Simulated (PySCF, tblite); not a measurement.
# C6H12BNO: geometry, infrared bands, NMR shifts, electronic excitations and core binding energies

What infrared bands, NMR shifts, electronic excitations and core binding energies should C6H12BNO (`C/C=C/N(C=O)B(C)C`) show?

Computed with tblite 0.8.0 and PySCF 2.14.0, with density-fitted response routines of our own, on a single molecule in the gas phase. Atoms count from 0, in the outputs and in this text.

## (1) The molecule as given

21 atoms, charge 0, multiplicity 1; geometry from: force field or distance geometry start.

Bonds of the start (Å): C0–C1 1.50, C1–C2 1.34, C2–N3 1.42, N3–C4 1.43, C4–O5 1.28, N3–B6 1.54, B6–C7 1.59, B6–C8 1.58, C0–H9 1.11, C0–H10 1.11, C0–H11 1.09, C1–H12 1.07, C2–H13 1.08, C4–H14 1.08, C7–H15 1.11, C7–H16 1.13, C7–H17 1.14, C8–H18 1.13, C8–H19 1.11, C8–H20 1.11.

## (2) Optimising the geometry with GFN2-xTB

The job: settings as JSON, then the geometry in Å.

```
{"job": {"kind": "relax", "xc": "GFN2-xTB", "basis": "xTB"}, "charge": 0, "multiplicity": 1}
C      3.042300     1.102200    -0.298100
C      1.906100     0.323000    -0.885700
C      0.976400    -0.066900     0.002400
N     -0.166900    -0.809200    -0.396100
C      0.066700    -2.096800    -0.967700
O     -0.990000    -2.739100    -1.310600
B     -1.587800    -0.267900    -0.182600
C     -2.233400    -0.641900     1.223300
C     -1.906800     1.179600    -0.737100
H      2.718800     2.082200     0.119500
H      3.711100     1.301300    -1.164100
H      3.591200     0.541600     0.455300
H      1.837800     0.063600    -1.916400
H      1.075800     0.211900     1.038500
H      1.055900    -2.492500    -1.130600
H     -1.611800    -0.274800     2.060200
H     -3.287200    -0.231000     1.259100
H     -2.338100    -1.773700     1.310100
H     -0.957500     1.768900    -0.890500
H     -2.343700     1.134500    -1.758100
H     -2.567900     1.702000    -0.008400
```

The run is started by

```
$ OMP_NUM_THREADS=1 python probes_run.py task.json out
```

The driver reads the jobs from task.json and runs them one after another.

**Question.** This job is followed by: GFN2-xTB harmonic vibrations, gas phase; PBE0-D3(BJ)/def2-SVP geometry optimisation, gas phase; GIAO PBE0/pcSseg-1 NMR shielding, non-relativistic, gas phase; TDDFT wB97X-D/def2-SVPD, vertical, gas phase, core orbitals frozen in the response; GIAO PBE/pcSseg-1 NMR shielding, non-relativistic, gas phase; delta-SCF UKS SCAN, pcX-2 on the ionised atom, pcseg-1 elsewhere, spin-free X2C. Predict these results of the whole session: strongest single infrared mode (GFN2-xTB); zero-point energy (GFN2-xTB); point group; rotational constants (main isotopes); ¹³C shifts against TMS (PBE0/pcSseg-1, means over atoms taken as alike); ¹H shifts against TMS (PBE0/pcSseg-1, means over atoms taken as alike); ¹⁵N shifts against NH3 (PBE0/pcSseg-1); ¹⁷O shifts against H2O (PBE0/pcSseg-1); ¹¹B shifts against BF3·OEt2 (PBE0/pcSseg-1); lowest singlet (wB97X-D/def2-SVPD); brightest single state of those computed; lowest triplet; vertical ionisation energy (ΔSCF); C1s binding energies, SCAN/pcX-2; N1s binding energies, SCAN/pcX-2; O1s binding energies, SCAN/pcX-2; range of the shift of N3.

The runs gave:

```
                                                               quantity                                                     value
                              strongest single infrared mode (GFN2-xTB)                                     1764 cm⁻¹, 584 km/mol
                                           zero-point energy (GFN2-xTB)                                            108.0 kcal/mol
                                                            point group                                                        C1
                                   rotational constants (main isotopes)                                      2.30, 1.05, 0.74 GHz
¹³C shifts against TMS (PBE0/pcSseg-1, means over atoms taken as alike)                       169.4, 140.3, 127.1, 18.3, 11.1 ppm
 ¹H shifts against TMS (PBE0/pcSseg-1, means over atoms taken as alike)                          8.29, 6.27, 5.33, 1.84, 0.89 ppm
                                 ¹⁵N shifts against NH3 (PBE0/pcSseg-1)                                                 211.1 ppm
                                 ¹⁷O shifts against H2O (PBE0/pcSseg-1)                                                 509.5 ppm
                            ¹¹B shifts against BF3·OEt2 (PBE0/pcSseg-1)                                                  56.7 ppm
                                     lowest singlet (wB97X-D/def2-SVPD)                               5.03 eV (247 nm), f = 0.002
                               brightest single state of those computed                               state 3, 6.37 eV, f = 0.353
                                                         lowest triplet                                                   4.24 eV
                                      vertical ionisation energy (ΔSCF)                                                   9.02 eV
                                       C1s binding energies, SCAN/pcX-2  C4 293.50, C2 291.29, C0 291.08, C1 290.46, C7 289.66 eV
                                       N1s binding energies, SCAN/pcX-2                                              N3 405.46 eV
                                       O1s binding energies, SCAN/pcX-2                                              O5 537.20 eV
                                               range of the shift of N3                                        211.1 to 223.2 ppm
```

**Reading.** The optimisation took 169 steps and gained 1.547 eV; among the close pairs (by a distance rule), N3–B6 changed most, from 1.535 to 1.444 Å (GFN2-xTB). No mode is imaginary among the 57: a minimum at this level. The strongest single mode, at 1764 cm⁻¹, moves mainly C4 and O5. Unscaled tight-binding wavenumbers are off by several per cent, some by more. Its intensities can rank the bands wrongly. Over 11 steps the energy fell by 0.195 eV; of the close pairs, C2–N3 changed most, 1.372 to 1.417 Å (PBE0/def2-SVP). The most deshielded carbon is C4 (amide carbonyl carbon), at 169.4 ppm: it is a carbonyl in resonance with an O or N lone pair, the region of acids, esters and amides. At PBE0/pcSseg-1: Shielding is most anisotropic at O5 (span 862 ppm, paramagnetic term -575 ppm). The lowest singlet, at 5.03 eV, is HOMO−1→LUMO 0.77, HOMO−1→LUMO+1 0.12 and is weak; of the 10 states computed, the strongest absorption comes from state 3 at 6.37 eV. The lowest triplet lies 0.78 eV below the lowest singlet (triplets in Tamm-Dancoff, singlets in full TDDFT). The orbital energy would give 8.94 eV for ionisation, ΔSCF gives 9.02 eV. The C1s levels kept as sound span 3.84 eV, from C7 (methyl carbon bonded to B) up to C4 (amide carbonyl carbon). In ppm, N3 moves most: its shift spreads over 12.1 ppm, from 211.1 (PBE0/pcSseg-1) to 223.2 (PBE/pcSseg-1).
